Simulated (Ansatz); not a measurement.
# ClH₄SbSi: up Jacob's ladder to CCSD(T)

An exercise on one series of results from a longer session: the logs are not shown, and one member is left open.

Computed with Ansatz 0.2.0, Gaussian basis. Level: functionals in def2-TZVPP, the program's frozen cores in correlated methods.

The runs, in order: LDA (SPW92), PBE-D4, revPBE-D4, BLYP-D4, r2SCAN-D4, B97M-V, PBE0-D4, B3LYP-D4, r2SCANh-D4, r2SCAN0-D4, HSE06-D4, BHLYP-D4, CAM-B3LYP-D4, LC-ωPBE, ωB97X-V, ωB97M-V, B2PLYP, PBE-QIDH; CCSD(T)/def2-SVP; CCSD(T)/def2-TZVPP; MP2/def2-QZVPP; extrapolation to the limit; RPA on PBE.

## Structure used throughout

All runs share one geometry, relaxed beforehand with PBE0-D4 in a triple-zeta def2 set. Sb takes the def2 core potential; no spin-orbit term is included.

SMILES `[SiH3][SbH][Cl]`, 7 atoms, charge 0, spin multiplicity 1.

Atoms are counted from 1 here; the program's logs count them from 0.

Bond lengths: Si1–Sb2 2.585 Å, Si1–H4 1.485 Å, Si1–H5 1.483 Å, Si1–H6 1.489 Å, Sb2–Cl3 2.368 Å, Sb2–H7 1.714 Å. Angles: Sb2–Si1–H4 108.3°, Sb2–Si1–H5 110.4°, Sb2–Si1–H6 108.7°, H4–Si1–H5 110.2°, H4–Si1–H6 109.1°, H5–Si1–H6 110.1°, Si1–Sb2–Cl3 92.7°, Si1–Sb2–H7 90.0°, Cl3–Sb2–H7 94.4°.

Coordinates:

```xyz
7
charge 0, multiplicity 1
Si   -0.88346    0.42185   -0.10418
Sb    0.79058   -1.47311    0.43134
Cl    2.23062   -0.85328   -1.34305
H    -1.60827    0.06581   -1.35031
H    -0.16923    1.71014   -0.27873
H    -1.85944    0.52617    1.01492
H     1.56039   -0.46559    1.58440
```

The first run:

in.yaml

```yaml
crystal:
  periodic: [false, false, false]
  atoms:
    - {symbol: Si, position_ang: [-0.883457, 0.421849, -0.104180]}
    - {symbol: Sb, position_ang: [0.790584, -1.473105, 0.431339]}
    - {symbol: Cl, position_ang: [2.230625, -0.853278, -1.343046]}
    - {symbol: H, position_ang: [-1.608270, 0.065811, -1.350308]}
    - {symbol: H, position_ang: [-0.169235, 1.710141, -0.278727]}
    - {symbol: H, position_ang: [-1.859442, 0.526168, 1.014920]}
    - {symbol: H, position_ang: [1.560393, -0.465586, 1.584401]}
basis:
  gaussian: {orbitals: def2-TZVPP}
hamiltonian: {xc: lda}
output: {orbitals: {seedname: orbitals}}
```

On the command line:

```console
> ansatz run in.yaml --threads 4 --pin off --events-out ev --progress --plain --max-ram 10444MiB
```

Steps of the session up to this table: LDA; PBE-D4 (GGA); revPBE-D4 (GGA); BLYP-D4 (GGA); r2SCAN-D4 (meta-GGA); B97M-V (meta-GGA); B3LYP-D4 (hybrid); r2SCANh-D4 (hybrid); r2SCAN0-D4 (hybrid); HSE06-D4 (hybrid); BHLYP-D4 (hybrid); CAM-B3LYP-D4 (range-separated); LC-ωPBE (range-separated); ωB97X-V (range-separated); ωB97M-V (range-separated); B2PLYP (double hybrid); PBE-QIDH (double hybrid).

One of the session's tables, all rows but one given; the rest of the session is left out.

It belongs to the step «Orbital energies across the functionals». 

```
  functional  HOMO (eV)  LUMO (eV)  gap (eV)
 LDA (SPW92)      -6.39      -2.84      3.56
      PBE-D4      -6.26      -2.61      3.65
   revPBE-D4      -6.21      -2.52      3.69
     BLYP-D4      -6.10      -2.49      3.61
   r2SCAN-D4      -6.51      -2.45      4.06
      B97M-V      -6.54      -2.44      4.10
     PBE0-D4      -7.28      -1.82      5.46
    B3LYP-D4      -7.08      -2.03      5.06
  r2SCANh-D4      -6.88      -2.16      4.72
  r2SCAN0-D4          ?          ?         ?
    HSE06-D4      -6.90      -2.19      4.70
    BHLYP-D4      -8.16      -0.96      7.20
CAM-B3LYP-D4      -8.46      -0.81      7.65
     LC-ωPBE      -9.71       0.29     10.00
     ωB97X-V      -9.40       0.18      9.58
     ωB97M-V      -9.25       0.02      9.27
```

Estimate the missing values for r2SCAN0-D4.

Worked estimate for «HOMO (eV)». Against the share of exact exchange, r2SCAN-D4 (0, -6.51), r2SCANh-D4 (0.1, -6.88) give a slope of -3.70 per unit share; at 0.25 the line stands at -7.43.

As computed: HOMO (eV): -7.44; LUMO (eV): -1.73; gap (eV): 5.71. In «HOMO (eV)» the line misses by +0.01.
